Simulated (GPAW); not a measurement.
Runs of GPAW 26.7.0 on In3SbTe4. Symmetry: I422, No. 97, tetragonal system. The conventional cell has a = 8.340 Å, b = 8.340 Å, c = 7.213 Å, α = 90.00°, β = 90.00°, γ = 90.00°. Te (site symmetry 2) is surrounded by 2 In at 2.89 Å. Sb (site symmetry 422) has 8 Te at 3.53 Å and 2 In at 3.61 Å as nearest neighbours. In (site symmetry 222) is surrounded by 4 Te at 2.89 Å. In (site symmetry 422) is surrounded by 8 Te at 3.53 Å and 2 Sb at 3.61 Å. The cell comes from a database or a generator and needn't be the stable form of this composition.

```tsv
task	level	potentials or basis	k mesh	cutoff (eV)	maxiter	ranks	band path	band points	convergence	mesh quality	gap on the mesh (eV)	pressure (GPa)	largest force (eV/Å)
single point	TB-mBJ	GPAW PAW data sets for LDA (gpaw-data 1.2.1), pw	4 × 4 × 4	600	150	-	-	-	-	not flagged	none	-	-
band structure	LDA	the program's PAW data sets (release 1.2.1) made for this functional, pw	3 × 3 × 3	600	150	4	GXMGZPNZ1M,XP	100	-	coarse	-	-3.7	(b)
band structure	PBEsol	PAW data sets generated in the run's folder for this functional, pw	3 × 3 × 3	600	150	4	GXMGZPNZ1M,XP	100	-	coarse	-	-2.5	(c)
single point	PBE	GPAW PAW data sets (gpaw-data 1.2.1), pw	4 × 4 × 4	450	120	-	-	-	default	not flagged	none	-0.9	0.08
single point	PBEsol	PAW data sets generated in the run's folder for this functional, pw	5 × 5 × 5	600	150	-	-	-	-	not flagged	none	-2.7	0.02
single point	LDA	the program's PAW data sets (release 1.2.1) made for this functional, pw	4 × 4 × 4	450	120	-	-	-	default	not flagged	none	(a)	0.13
```

Alike in all rows: no spin polarisation; cell as given; smearing fermi-dirac 0.05 eV.

Problem. Fill in the values left out.

Solution. (a) -4.7; (b) 0.20; (c) 0.07.

Caveats: some runs use coarse meshes; the cutoff is short for stress and forces, so pressures can be off by a GPa or more (some runs); a model potential gives levels but no total energy (some runs); the PAW data sets were made with another functional, which shifts forces and pressure a little (some runs).

A k mesh can miss the band edges, and the runs leave out spin-orbit coupling on In, Sb, Te.

A gap of «none» marks a metal or a gap under the smearing width.

Not every run made on this cell is shown here.
